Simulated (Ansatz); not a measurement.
## BiTe under changes of volume

One of the cells (33.855 Å³/atom); the others are scaled copies at fixed shape and fractional positions:

```
Bi Te
1.0
     0.00000    3.23500    3.23500
     3.23500    0.00000    3.23500
     3.23500    3.23500    0.00000
Bi Te
1 1
Direct
  0.00000 0.00000 0.00000
  0.50000 0.50000 0.50000
```

| Quantity | Value |
| --- | --- |
| Program | Ansatz 0.2.0 |
| Functional | PBEsol |
| Potentials or basis | Ansatz PAW |
| Cutoff | 420 eV (not typed: the program's choice for these potentials) |
| k mesh | 7 × 7 × 7 |
| Occupations | fermi-dirac, width 0.05 eV |
| Spin | no spin polarisation |

```csv
volume (Å³/atom),energy over the lowest point (meV/atom),pressure (GPa)
31.824,4.69,1.7
32.501,0.00,0.5
33.178,0.13,-0.6
33.855,4.56,-1.5
34.532,12.87,-2.4
35.209,?,?
35.886,39.54,-3.9
```

Problem. What does the run at 35.209 Å³/atom give?

Solution. Energy over the lowest point 24.65 meV/atom; pressure -3.2 GPa.

Worked out: A Birch-Murnaghan fit of order 3 (a polynomial in V^(-2/3)) to the other rows has its minimum at 32.82 Å³/atom with B0 = V·E''(V) = 52 GPa and B' = 4.3. It gives 24.65 meV/atom at 35.209 Å³/atom, against the run's 24.65, and -dE/dV = -3.2 GPa, against -3.2.

Energies are extrapolated to zero smearing.

Caveats: the PAW data sets come from PBE, with cores solved anew for the run's functional, which leaves a small shift of forces and pressure.
